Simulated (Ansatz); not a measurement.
# BaCrF6: the cost of one run

Computed with Ansatz 0.2.0 (DFT LDA+U (U = 8 eV, J = 0.7 eV on Cr d), plane waves, PAW, unless a step's input says otherwise).

### 1 The starting structure

It takes space group R-3m (No. 166, trigonal). Conventional cell: a = 7.328 Å, b = 7.328 Å, c = 7.137 Å, α = 90.00°, β = 90.00°, γ = 120.00°. Ba (site symmetry -3m) is surrounded by 12 F at 2.70 to 3.00 Å. Around Cr (site symmetry -3m) lie 6 F at 1.83 Å. F (site symmetry m) has 1 Cr at 1.83 Å as nearest neighbours.

Structure file:

```
Ba Cr F
1.0
     3.66400    2.11541    2.37900
    -3.66400    2.11541    2.37900
     0.00000   -4.23082    2.37900
Ba Cr F
1 1 6
Cartesian
  0.0000 0.0000 3.5685
  0.0000 0.0000 0.0000
  -2.3340 1.3475 3.3710
  0.0000 -2.6950 3.3710
  2.3340 1.3475 3.3710
  2.3340 -1.3475 3.7660
  -2.3340 -1.3475 3.7660
  0.0000 2.6950 3.7660
```

Magnetic order typed: ferromagnetic.

An earlier series on this cell reached its lowest free state from «from atoms, default search», perhaps among other starts.

### 2 Random orbitals: single harmonics, second filling

Input file input.yaml:

```yaml
crystal:
  lattice:
    - [3.66399882, 2.1154107, 2.37899982]
    - [-3.66399882, 2.1154107, 2.37899982]
    - [0.0, -4.2308214, 2.37899982]
  atoms:
    - { symbol: Ba, position: [0.5, 0.5, 0.5] }
    - { symbol: Cr, position: [0.0, 0.0, 0.0], spin: 0.3 }
    - { symbol: F, position: [0.26, 0.897, 0.26] }
    - { symbol: F, position: [0.26, 0.26, 0.897] }
    - { symbol: F, position: [0.897, 0.26, 0.26] }
    - { symbol: F, position: [0.74, 0.103, 0.74] }
    - { symbol: F, position: [0.103, 0.74, 0.74] }
    - { symbol: F, position: [0.74, 0.74, 0.103] }
basis:
  ecutwfc: 420
  ecutrho_ratio: 4
kpoints:
  mp_grid: { grid: [4, 4, 4] }
hamiltonian:
  xc: lda
  hubbard:
    sites:
      - { site: 1, l: d, u: 8.0, j: 0.7, starting_ns: [{ spin: up, occupation_matrix: s1up }, { spin: down, occupation_matrix: s1down }] }
    occupation_matrices:
      s1up:
        matrix:
          - [0.02, 0.0, 0.0, 0.0, 0.0]
          - [0.0, 0.02, 0.0, 0.0, 0.0]
          - [0.0, 0.0, 0.97, 0.0, 0.0]
          - [0.0, 0.0, 0.0, 0.02, 0.0]
          - [0.0, 0.0, 0.0, 0.0, 0.02]
      s1down:
        matrix:
          - [0.02, 0.0, 0.0, 0.0, 0.0]
          - [0.0, 0.02, 0.0, 0.0, 0.0]
          - [0.0, 0.0, 0.97, 0.0, 0.0]
          - [0.0, 0.0, 0.0, 0.02, 0.0]
          - [0.0, 0.0, 0.0, 0.0, 0.02]
    ns_hold: { iters: 12 }
scf:
  occupations: { method: gaussian, width: 0.05 }
  lower_state_search: "off"
  max_iter: 150
output:
  forces: true
  stress: true
  eigenvalues: true
  populations: true
  hubbard: { sites: [{ site: 1, l: d }] }
magnetization:
  spin_polarized: true
```

The typed matrices put 0.97 on the chosen orbitals and 0.02 on the others, and are held for 12 cycles.

Run with:

```
$ ansatz run input.yaml --threads 4 --pin off --max-ram 6144MiB --backend cpu --events-out ev --progress --plain --runs-dir out
```

Q: Estimate wall time and peak memory on 4 threads of Arm Neoverse N1, shared host.

About 52 s, with a peak of 0.6 GiB.
